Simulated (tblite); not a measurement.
# C5H12O2Si: the cost of one run

Programs: tblite 0.8.0 and PySCF 2.14.0, with density-fitted response routines of our own. Each step states its level of theory. These are calculated values for one molecule in the gas phase, unless marked as measured. Atoms count from 0, in the outputs and in this text.

## Step 1: Starting geometry

20 atoms, charge 0, multiplicity 1; geometry from: force field or distance geometry start.

Bonds of the start (Å): C0–C1 1.51, C1–C2 1.55, C2–C3 1.52, C3–O4 1.21, C3–C5 1.52, C5–Si6 1.86, Si6–O7 1.65, C0–H8 1.10, C0–H9 1.09, C0–H10 1.10, C1–H11 1.09, C1–H12 1.09, C2–H13 1.09, C2–H14 1.08, C5–H15 1.09, C5–H16 1.10, Si6–H17 1.49, Si6–H18 1.48, O7–H19 0.97.

## Step 2: Geometry optimisation with GFN2-xTB

Job settings and geometry (Å):

```
{"job": {"kind": "relax", "xc": "GFN2-xTB", "basis": "xTB"}, "charge": 0, "multiplicity": 1}
C     -3.341400    -0.568300     0.163900
C     -2.053200    -0.053300    -0.443300
C     -0.845400    -0.400500     0.457700
C      0.462200     0.110900    -0.128200
O      0.522600     0.688300    -1.193200
C      1.692500    -0.211800     0.697300
Si     3.224800     0.747500     0.251700
O      3.575500     0.698900    -1.364200
H     -3.527900    -0.118200     1.146700
H     -3.332900    -1.654500     0.289000
H     -4.194400    -0.313700    -0.489200
H     -1.915500    -0.501500    -1.426800
H     -2.118800     1.029100    -0.564000
H     -0.981600     0.057000     1.440000
H     -0.779900    -1.474300     0.578800
H      1.886400    -1.283300     0.605500
H      1.463500    -0.015400     1.755700
H      4.380300     0.196300     1.005200
H      3.060600     2.165900     0.656600
H      2.817400     0.911500    -1.937400
```

The run is started by

```bash
$ OMP_NUM_THREADS=1 python probes_run.py task.json out
```

The driver reads the jobs from task.json and runs them one after another.

Q: Estimate the wall time and peak memory of this first job on 1 thread of Arm Neoverse V1, shared host.

About 1.1 s, with a peak of 0.18 GiB.
